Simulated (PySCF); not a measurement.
**[TaOCl4]−: other functionals and bases at one geometry**

One table from this session's results is given with a row withheld; the runs are named, their logs left out.

Method: several levels, as the steps say, no spin–orbit coupling; program: PySCF 2.14.0.

4 further runs of the same task are left out: 2 for a known fault of the program, 2 that didn't finish.

**Where the work starts**

6 atoms, charge -1, spin multiplicity 1.

Bond lengths: Ta1–O2 1.759 Å, Ta1–Cl3 2.539 Å, Ta1–Cl4 2.371 Å, Ta1–Cl5 2.371 Å, Ta1–Cl6 2.371 Å. Angles: O2–Ta1–Cl3 180.0°, O2–Ta1–Cl4 93.1°, O2–Ta1–Cl5 93.1°, O2–Ta1–Cl6 93.1°, Cl3–Ta1–Cl4 86.9°, Cl3–Ta1–Cl5 86.9°, Cl3–Ta1–Cl6 86.9°, Cl4–Ta1–Cl5 119.7°, Cl4–Ta1–Cl6 119.7°, Cl5–Ta1–Cl6 119.7°.

Geometry (Å):

```
Ta    0.00000    0.00000    0.23469
O     0.00000    0.00000    1.99410
Cl    0.00000    0.00000   -2.30392
Cl    2.36754    0.00000    0.10789
Cl   -1.18377    2.05035    0.10789
Cl   -1.18377   -2.05035    0.10789
```

Formal oxidation states: Ta +5. An earlier session relaxed this geometry at BP86, Ta def2-SVP with ECP60, O def2-SVP, Cl def2-SVP (singlet, point group C3v).

At BP86 on the finer grid: E = -1973.101217 Eh, HOMO -2.33 eV, LUMO 1.26 eV, Mulliken charge on Ta1 +0.58 e, largest force component 0.024 eV/Å. 

Levels to run: TPSS; B3LYP; CAM-B3LYP; BLYP; BP86, TZVP; BP86, x2c-SVP. Hardware: 2 threads of Arm Neoverse V1, shared host.

Set-up of the first run:

File run.py (the lines that set the calculation):

```python
mol = gto.M(atom='''
Ta     0.00000     0.00000     0.23469
O      0.00000     0.00000     1.99410
Cl     0.00000     0.00000    -2.30392
Cl     2.36754     0.00000     0.10789
Cl    -1.18377     2.05035     0.10789
Cl    -1.18377    -2.05035     0.10789''',
    basis={'Ta': 'def2-SVP', 'O': 'def2-SVP', 'Cl': 'def2-SVP'},
    ecp={'Ta': 'def2-SVP'},
    charge=-1, spin=0)
mf = dft.RKS(mol, xc='TPSS')
mf.grids.atom_grid = (75, 302)
mf = mf.density_fit()  # fitting sets: Ta def2-universal-JKFIT, O def2-universal-JKFIT, Cl def2-universal-JKFIT
mf.conv_tol = 1e-08; mf.max_cycle = 55
mf.kernel(dm0)  # dm0: the density of the relaxed state
```

On the command line:

```
OMP_NUM_THREADS=2 python run.py
```

Steps of the session up to this table: TPSS; B3LYP; CAM-B3LYP; BLYP; BP86, TZVP; BP86, x2c-SVP.

One of the session's tables, all rows but one given; the rest of the session is left out.

```
              level  HOMO (eV)  gap (eV)  charge on Ta1 (e)  dipole (D)  largest force component (eV/Å)
BP86 (relaxed here)      -2.33      3.59               0.58        1.02                            0.02
               TPSS      -2.44      3.81               0.74        1.08                            0.08
              B3LYP          ?         ?                  ?           ?                               ?
          CAM-B3LYP      -4.94      8.04               0.75        1.02                            1.47
               BLYP      -1.97      3.56               0.54        0.91                            0.42
         BP86, TZVP      -2.72      3.63               1.08        1.17                            0.22
      BP86, x2c-SVP      -2.39      3.39               0.22        0.81                            1.04
```

Q: Estimate the row for B3LYP from the others.

**Answer.** HOMO (eV): -3.30; gap (eV): 5.20; charge on Ta1 (e): 0.73; dipole (D): 0.96; largest force component (eV/Å): 0.71. In the column «HOMO (eV)» it lies between CAM-B3LYP (-4.94) and BP86, TZVP (-2.72).

The dipole of a charged species depends on the origin, so these sizes hold for this origin alone.

In one basis the HOMO–LUMO gap runs from 3.56 eV (BLYP) to 8.04 eV (CAM-B3LYP). The largest leftover force, 1.47 eV/Å with CAM-B3LYP, stands at a geometry relaxed at another level. Total energies of different levels can't be compared.
